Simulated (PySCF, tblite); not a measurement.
# C₆H₁₄N radical: geometry, infrared bands and EPR parameters

Aim: predict the infrared bands and EPR parameters of C₆H₁₄N radical (`C[CH][C@@H](C)[C@H](C)N`).

Programs: tblite 0.8.0 and PySCF 2.14.0, with density-fitted response routines of our own. Each step states its level of theory. These are calculated values for one molecule in the gas phase, unless marked as measured. Atoms are numbered from 0 throughout.

### 1 The molecule as given

21 atoms, charge 0, multiplicity 2; geometry from: force field or distance geometry start.

Bonds of the start (Å): C0–C1 1.49, C1–C2 1.49, C2–C3 1.53, C2–C4 1.57, C4–C5 1.53, C4–N6 1.46, C0–H7 1.10, C0–H8 1.09, C0–H9 1.10, C1–H10 1.09, C2–H11 1.10, C3–H12 1.09, C3–H13 1.09, C3–H14 1.10, C4–H15 1.09, C5–H16 1.10, C5–H17 1.09, C5–H18 1.11, N6–H19 1.03, N6–H20 1.02.

### 2 Relaxing the molecule with GFN2-xTB

Job settings and geometry (Å):

```
{"job": {"kind": "relax", "xc": "GFN2-xTB", "basis": "xTB"}, "charge": 0, "multiplicity": 2}
C      2.107500     0.859300     1.004800
C      1.114800    -0.203100     0.668200
C      0.349300    -0.159900    -0.609700
C      0.674000    -1.384700    -1.464400
C     -1.197700    -0.008500    -0.400700
C     -1.559800     1.303600     0.295600
N     -1.786100    -1.131000     0.322800
H      2.437300     0.766300     2.047400
H      2.980600     0.786400     0.357200
H      1.644300     1.851000     0.894100
H      1.046000    -1.085200     1.312800
H      0.675300     0.715200    -1.183300
H      1.742800    -1.433100    -1.664600
H      0.147700    -1.364100    -2.416000
H      0.400600    -2.314700    -0.944100
H     -1.668100     0.015600    -1.387700
H     -1.132200     2.163600    -0.236300
H     -2.642700     1.436100     0.335500
H     -1.181600     1.335800     1.333400
H     -1.374900    -1.170800     1.266900
H     -2.786100    -0.960700     0.467400
```

The run is started by

```console
OMP_NUM_THREADS=1 python probes_run.py task.json out
```

The driver reads the jobs from task.json and runs them one after another.

**Question.** This job is followed by: GFN2-xTB harmonic vibrations, gas phase; UKS B3LYP, pcH-1 on C H N, non-relativistic, mean-field spin-orbit, GIAO. Predict these results of the whole session: strongest single infrared mode (GFN2-xTB); zero-point energy (GFN2-xTB); g(iso) (B3LYP); ⟨S²⟩; largest a(iso) (averaged by class); potential on the surface of density 0.002 e/bohr³, 1st and 99th percentile.

The runs gave:

```
                                                                  quantity                 value
                                 strongest single infrared mode (GFN2-xTB)  937 cm⁻¹, 142 km/mol
                                              zero-point energy (GFN2-xTB)        117.9 kcal/mol
                                                            g(iso) (B3LYP)               2.00268
                                                                      ⟨S²⟩    0.754 (exact 0.75)
                                        largest a(iso) (averaged by class)   13C on C1, 89.7 MHz
potential on the surface of density 0.002 e/bohr³, 1st and 99th percentile    -1.59 V and 1.16 V
```

In words: The optimisation took 108 steps and gained 0.108 eV; among the close pairs (by a distance rule), C1–H10 changed most, from 1.095 to 1.077 Å. No mode is imaginary among the 57: a minimum at this level. The strongest single mode, at 937 cm⁻¹, has its largest shares on H19, N6 and H20 (the list is cut at 3 atoms). Unscaled tight-binding wavenumbers are off by several per cent, some by more. Its intensities can rank the bands wrongly. C1 carries the largest spin population, 1.03 e. The isotropic g lies 0.4 ppt above the free-electron value. These values are for one conformer; the search (at its own cheap level) found 2 more, at 1.26, 1.90 kcal/mol, and measured spectra average over such forms.
